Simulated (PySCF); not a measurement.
# C4H4O3Si: magnetic properties

Aim: compute the magnetic properties of C4H4O3Si (`C#C[Si@@H]1OCC(=O)O1`).

Computed with PySCF 2.14.0 and routines of our own; the level stands in each step. Atoms count from 0.

## 1. The system as given

12 atoms, charge 0, multiplicity 1; geometry from: GFN2-xTB.

## 2. Magnetic properties: GIAO PBE0/pcSseg-1

The job: settings as JSON, then the geometry in Å.

```
{"job": {"kind": "mag", "xc": "PBE0", "basis": "pcSseg-1", "isotopologues": 2}, "charge": 0, "multiplicity": 1}
C      3.211541     0.274543    -0.427962
C      2.126897     0.203630     0.085437
Si     0.481874     0.097630     0.911873
O     -0.394681    -1.194830     0.416823
C     -1.535484    -0.823928    -0.297228
C     -1.580663     0.701435    -0.387343
O     -2.430181     1.336917    -0.934314
O     -0.538801     1.233236     0.236550
H      4.154839     0.339380    -0.889999
H      0.446137     0.266393     2.350377
H     -1.506752    -1.250910    -1.304170
H     -2.433527    -1.184182     0.213926
```

Method: GIAO PBE0/pcSseg-1 magnetisability, rotational g tensor and spin-rotation constants, non-relativistic, gas phase.

Command:

```console
OMP_NUM_THREADS=1 python excited_run.py task.json out
```

The driver reads the jobs from task.json and runs them one after another.

Output:

```text
coarse grid: 11712 points
cycle   1  E = -669.1029278741  dE =  1.624e+00  |g| = 1.144e+00  |ddm| = 3.444e+00
cycle   2  E = -668.6598765047  dE =  4.431e-01  |g| = 1.937e+00  |ddm| = 2.073e+00
cycle   3  E = -669.3244919787  dE = -6.646e-01  |g| = 3.089e-01  |ddm| = 1.416e+00
cycle   4  E = -669.3409203509  dE = -1.643e-02  |g| = 1.026e-01  |ddm| = 2.607e-01
cycle   5  E = -669.3425230683  dE = -1.603e-03  |g| = 3.033e-02  |ddm| = 7.507e-02
cycle   6  E = -669.3427072798  dE = -1.842e-04  |g| = 1.290e-02  |ddm| = 2.974e-02
cycle   7  E = -669.3427450903  dE = -3.781e-05  |g| = 4.526e-03  |ddm| = 9.926e-03
cycle   8  E = -669.3427497914  dE = -4.701e-06  |g| = 5.489e-04  |ddm| = 3.162e-03
final grid: 111872 points
cycle   9  E = -669.4220444305  dE = -9.864e-06  |g| = 1.363e-02  |ddm| = 2.422e-02
cycle  10  E = -669.4219935060  dE =  5.092e-05  |g| = 2.186e-02  |ddm| = 2.084e-02
cycle  11  E = -669.4220758849  dE = -8.238e-05  |g| = 2.255e-03  |ddm| = 1.311e-02
cycle  12  E = -669.4220768150  dE = -9.301e-07  |g| = 3.774e-04  |ddm| = 1.612e-03
cycle  13  E = -669.4220768385  dE = -2.343e-08  |g| = 1.318e-04  |ddm| = 3.511e-04
cycle  14  E = -669.4220768417  dE = -3.256e-09  |g| = 5.979e-05  |ddm| = 1.245e-04
cycle  15  E = -669.4220768425  dE = -7.865e-10  |g| = 1.955e-05  |ddm| = 4.751e-05
converged SCF energy = -669.4220768425

Magnetisability tensor (1e-30 J/T^2)
    -1079.78        9.21       86.81
        9.21     -941.46        2.18
       86.81        2.18    -1104.70
isotropic -1041.98   principal values   -1180.02  -1005.64   -940.29
isotropic susceptibility -62.750 1e-6 cm^3/mol

Inertial axes            a          b          c
rot. const./GHz      3.7767     1.2095     1.0728
chi total           -63.687    -58.672    -65.890
chi diamagnetic    -407.285  -1041.852  -1154.822
chi paramagnetic    343.598    983.180   1088.932
quadrupole/D A        3.226     -7.166      3.940
g nuclear            0.5571     0.5424     0.5348
g electronic        -0.6096    -0.5586    -0.5488
g total             -0.0526    -0.0162    -0.0140

Spin-rotation constants (kHz, H = +C I.J)
atom  isotope        aa         bb         cc
  8     1H       -0.097     -0.123     -0.097
  9     1H       -0.337     -0.106      0.043
 10     1H       -0.448     -0.118      0.070
 11     1H       -0.131     -0.038     -0.093
  0    13C*       0.604      0.402      0.328
  1    13C*       0.458      0.390      0.309
  2   29Si*      -2.399     -0.702     -0.620
  3    17O*      -0.376     -0.053     -0.096
  4    13C*       0.696      0.271      0.245
  5    13C*       1.413      0.489      0.376
  6    17O*      -2.172     -0.544     -0.219
  7    17O*      -1.065     -0.322     -0.156
* in the singly substituted isotopologue

Isotopologues: g along a, b, c
2H    at 8,9,10,11         -0.0483    -0.0148    -0.0133
13C   at 0                 -0.0523    -0.0158    -0.0138
```

It took 21 s on 1 thread of Arm Neoverse V2, shared host; peak memory 0.74 GiB.

From this job:

```
              quantity                      value
       magnetisability           -1042·10⁻³⁰ J/T²
  molar susceptibility         -62.8·10⁻⁶ cm³/mol
rotational g (a, b, c)  -0.0526, -0.0162, -0.0140
```

## 3. Magnetic properties: GIAO B3LYP/pcseg-1 in cyclohexane

Settings changed since step 2:

```diff
@@ -1,2 +1,2 @@
-{"job": {"kind": "mag", "xc": "PBE0", "basis": "pcSseg-1", "isotopologues": 2}, "charge": 0, "multiplicity": 1}
+{"job": {"kind": "mag", "xc": "B3LYP", "basis": "pcseg-1", "solvent": "cyclohexane", "scf": {"aux": "def2-qzvpp-jkfit"}}, "charge": 0, "multiplicity": 1}
 C      3.211541     0.274543    -0.427962
```

Level: GIAO B3LYP/pcseg-1 magnetisability, non-relativistic, IEF-PCM cyclohexane.

Output:

```text
final grid: 111872 points
cycle   1  E = -669.7101137625  dE =  1.595e+00  |g| = 1.131e+00  |ddm| = 4.074e+00
cycle   2  E = -669.1924626075  dE =  5.177e-01  |g| = 2.008e+00  |ddm| = 2.434e+00
cycle   3  E = -669.9366574708  dE = -7.442e-01  |g| = 2.982e-01  |ddm| = 1.653e+00
cycle   4  E = -669.9523463479  dE = -1.569e-02  |g| = 1.065e-01  |ddm| = 3.022e-01
cycle   5  E = -669.9541838080  dE = -1.837e-03  |g| = 3.051e-02  |ddm| = 9.197e-02
cycle   6  E = -669.9543994924  dE = -2.157e-04  |g| = 1.049e-02  |ddm| = 3.497e-02
cycle   7  E = -669.9544226593  dE = -2.317e-05  |g| = 4.826e-03  |ddm| = 1.080e-02
cycle   8  E = -669.9544283080  dE = -5.649e-06  |g| = 4.901e-04  |ddm| = 3.926e-03
cycle   9  E = -669.9544283495  dE = -4.146e-08  |g| = 2.243e-04  |ddm| = 6.737e-04
cycle  10  E = -669.9544283593  dE = -9.854e-09  |g| = 6.125e-05  |ddm| = 2.409e-04
cycle  11  E = -669.9544283597  dE = -4.006e-10  |g| = 3.928e-05  |ddm| = 7.187e-05
cycle  12  E = -669.9544283600  dE = -3.017e-10  |g| = 3.523e-06  |ddm| = 2.879e-05
converged SCF energy = -669.9544283600

Magnetisability tensor (1e-30 J/T^2)
    -1083.72        9.63       79.41
        9.63     -949.48        2.68
       79.41        2.68    -1104.47
isotropic -1045.89   principal values   -1174.26  -1015.24   -948.17
isotropic susceptibility -62.985 1e-6 cm^3/mol

Inertial axes            a          b          c
rot. const./GHz      3.7767     1.2095     1.0728
chi total           -64.047    -59.050    -65.858
chi diamagnetic    -407.661  -1042.058  -1155.536
chi paramagnetic    343.614    983.008   1089.677
quadrupole/D A        3.130     -7.550      4.419
```

Wall time 18 s (1 thread of Arm Neoverse V2, shared host); peak memory 0.74 GiB.

From this job:

```
            quantity               value
     magnetisability    -1046·10⁻³⁰ J/T²
molar susceptibility  -63.0·10⁻⁶ cm³/mol
```

## 4. Outcome

| quantity | value |
| --- | --- |
| magnetisability (step 2, GIAO PBE0/pcSseg-1) | -1042·10⁻³⁰ J/T² |
| molar susceptibility (step 2, GIAO PBE0/pcSseg-1) | -62.8·10⁻⁶ cm³/mol |
| rotational g (a, b, c) (step 2, GIAO PBE0/pcSseg-1) | -0.0526, -0.0162, -0.0140 |

In words: The values above hold for this geometry and these levels alone. Vibrational averaging and real surroundings are missing from these values.
